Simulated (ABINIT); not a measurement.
The system is MgTl.

```
CELL_PARAMETERS angstrom
3.62800 0.00000 0.00000
0.00000 3.62800 0.00000
0.00000 0.00000 3.62800
ATOMIC_POSITIONS crystal
Tl 0.50000 0.50000 0.50000
Mg 0.00000 0.00000 0.00000
```

```yaml
Program: ABINIT 10.8.3 (patched build)
Task: relaxation of cell and atoms
Functional: PBE
Potentials_or_basis: PseudoDojo NC SR PBE v0.4.1 standard
Cutoff: 1143 eV
k_mesh: 5 × 5 × 5
Occupations: fermi-dirac, width 0.05 eV
Spin: no spin polarisation
```

At the start: pressure 2.2 GPa; volume 23.88 Å³/atom.

Problem. How do energy, volume and symmetry change on relaxing?

Solution. Over 5 steps the energy falls by 8.4 meV/atom and the volume is 25.19 Å³/atom (+5.5 %); space group Pm-3m (No. 221, to 0.05 Å).

The path:
| step | energy change (eV) | largest force (eV/Å) | pressure (GPa) | volume (Å³) |
| --- | --- | --- | --- | --- |
| 1 | 0.0000 | 0.0000 | 2.16 | 47.75 |
| 2 | -0.0040 | 0.0000 | 1.86 | 48.07 |
| 3 | -0.0168 | 0.0000 | 0.14 | 50.20 |
| 4 | -0.0168 | 0.0000 | 0.01 | 50.37 |
| 5 | -0.0168 | 0.0000 | 0.00 | 50.39 |

Final structure:
```yaml
crystal:
  lattice:
    - [3.69354, 0.00000, 0.00000]
    - [0.00000, 3.69354, 0.00000]
    - [0.00000, 0.00000, 3.69354]
  atoms:
    - { symbol: Tl, position: [0.50000, 0.50000, 0.50000] }
    - { symbol: Mg, position: [0.00000, 0.00000, 0.00000] }
```
